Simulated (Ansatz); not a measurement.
# NaCl: properties at the relaxed cell

The task here is to estimate one member of a computed series from the others.

The COD entry's cell or inner coordinates are ideal or old and differ from later refinements, so a difference from it is no clean test against experiment.

Computed with Ansatz 0.2.0 (DFT PBE, scalar-relativistic, plane waves, PAW, unless a step's input says otherwise).

1 further run of the same task is left out (set aside as unsound or not needed).

## The structure to begin with

It takes space group Fm-3m (No. 225, cubic). The conventional cell has a = 5.694 Å, b = 5.694 Å, c = 5.694 Å, α = 90.00°, β = 90.00°, γ = 90.00°. Na (site symmetry m-3m) is surrounded by 6 Cl at 2.85 Å. Around Cl (site symmetry m-3m) lie 6 Na at 2.85 Å.

Coordinates:

```cif
data_structure
_symmetry_space_group_name_H-M 'Fm-3m'
_symmetry_Int_Tables_number 225
_cell_length_a 5.6942
_cell_length_b 5.6942
_cell_length_c 5.6942
_cell_angle_alpha 90.000
_cell_angle_beta 90.000
_cell_angle_gamma 90.000
_cell_volume 184.63
loop_
_atom_site_label
_atom_site_type_symbol
_atom_site_symmetry_multiplicity
_atom_site_Wyckoff_symbol
_atom_site_fract_x
_atom_site_fract_y
_atom_site_fract_z
_atom_site_occupancy
Na1 Na 4 a 0.00000 0.00000 0.00000 1
Cl1 Cl 4 b 0.50000 0.00000 0.00000 1
```

It is the result of an earlier relaxation at this level (volume 23.08 Å³/atom; gap on the mesh: 5.00 eV).

Set-up of the first run:

input.yaml

```yaml
crystal:
  lattice:
    - [0.0, 2.8470934358, 2.8470934358]
    - [2.8470934358, 0.0, 2.8470934358]
    - [2.8470934358, 2.8470934358, 0.0]
  atoms:
    - { symbol: Na, position: [0.0, 0.0, 0.0] }
    - { symbol: Cl, position: [0.5, 0.5, 0.5] }
basis:
  ecutwfc: 420
kpoints:
  mp_grid: { grid: [8, 8, 8] }
  band_path:
    path:
      - [[0.0, 0.0, 0.0], [0.5, 0.0, 0.5], [0.625, 0.25, 0.625]]
      - [[0.375, 0.375, 0.75], [0.0, 0.0, 0.0], [0.5, 0.5, 0.5], [0.5, 0.25, 0.75], [0.5, 0.0, 0.5]]
    npoints: 14
hamiltonian:
  xc: pbe
scf:
  occupations: { method: gaussian, width: 0.02 }
  n_extra_bands: 6
output:
  forces: true
  stress: true
  eigenvalues: true
  populations: true
  dos: { projected: true, de: 0.02, nscf_kmesh: { grid: [12, 12, 12] } }
  bader: true
```

On the command line:

```console
ansatz run input.yaml --threads 1 --pin off --max-ram 2560MiB --backend cpu --events-out ev --progress --plain --runs-dir out
```

Steps of the session up to this table: Electronic structure at the relaxed geometry; Seeking the band edges over the whole zone; Eigenvalues a small step from each edge; Point at V/V0 = 0.97; Point at V/V0 = 1.03; The cell scaled to 0.94 of its volume; Point at V/V0 = 1.06.

One of the session's tables, all rows but one given; the rest of the session is left out.

It belongs to the step «Equation of state». 

```
volume (Å³/atom)  energy above the lowest point (meV/atom)  pressure (GPa)  gap on the mesh (eV)
          21.694                                       7.1            1.72                  5.24
          22.386                                       1.7            0.80                  5.11
          23.078                                       0.0            0.02                  5.00
          23.771                                         ?               ?                     ?
          24.463                                       5.3           -1.19                  4.79
```

Q: Estimate the row for volume (Å³/atom) = 23.771 from the others.

Worked estimate for «energy above the lowest point (meV/atom)». A straight line through the neighbours (23.078, 0.0) and (24.463, 5.3) gives 0.0 + (5.3 − 0.0) × (23.771 − 23.078) / (24.463 − 23.078) = 2.7; a parabola fitted to 3 rows on both sides gives 1.2.

**Answer.** energy above the lowest point (meV/atom): 1.4; pressure (GPa): -0.63; gap on the mesh (eV): 4.89. In «energy above the lowest point (meV/atom)» the line misses by +1.3 and the parabola by -0.2.
